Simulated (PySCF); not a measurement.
# CH₃Cl₅Si₂: electronic excitations

Aim: predict the electronic excitations of CH₃Cl₅Si₂ (`C[Si](Cl)(Cl)[Si](Cl)(Cl)Cl`).

Computed with PySCF 2.14.0, with density-fitted response routines of our own, on a single molecule in the gas phase. Atoms are numbered from 0 throughout.

## Step 1: The starting structure

11 atoms, charge 0, multiplicity 1; geometry from: GFN2-xTB.

Bonds of the start (Å): C0–Si1 1.90, Si1–Cl2 2.02, Si1–Cl3 2.02, Si1–Si4 2.34, Si4–Cl5 2.03, Si4–Cl6 2.03, Si4–Cl7 2.02, C0–H8 1.09, C0–H9 1.09, C0–H10 1.09.

## Step 2: Excited states and response: PBE0/def2-SVPD

What the job is given:

```
{"job": {"kind": "uv", "xc": "PBE0", "basis": "def2-SVPD", "nstates": 8, "ntriplets": 3}, "charge": 0, "multiplicity": 1}
C     -1.704127     0.290420    -0.375755
Si    -0.306197    -0.595102     0.566009
Cl    -0.432827    -2.584567     0.215642
Cl    -0.557352    -0.292625     2.551430
Si     1.766522     0.228522    -0.134024
Cl     1.996692    -0.057903    -2.126725
Cl     1.877753     2.224230     0.199493
Cl     3.346040    -0.632589     0.791360
H     -1.615081     0.136869    -1.447517
H     -1.684350     1.361358    -0.194270
H     -2.681649    -0.075942    -0.071606
```

Level: TDDFT PBE0/def2-SVPD, vertical, gas phase, core orbitals frozen in the response.

Predict these results of the whole session: lowest singlet (PBE0/def2-SVPD); brightest single state of those computed; lowest triplet.

The runs gave:

```
                                quantity                        value
         lowest singlet (PBE0/def2-SVPD)  6.32 eV (196 nm), f = 0.036
brightest single state of those computed  state 3, 7.06 eV, f = 0.197
                          lowest triplet                      5.53 eV
```

The first singlet state (HOMO→LUMO 0.97) lies at 6.32 eV and is weak; of the 8 states computed, the strongest absorption comes from state 3 at 7.06 eV. The lowest triplet lies 0.79 eV below the lowest singlet (triplets in Tamm-Dancoff, singlets in full TDDFT).
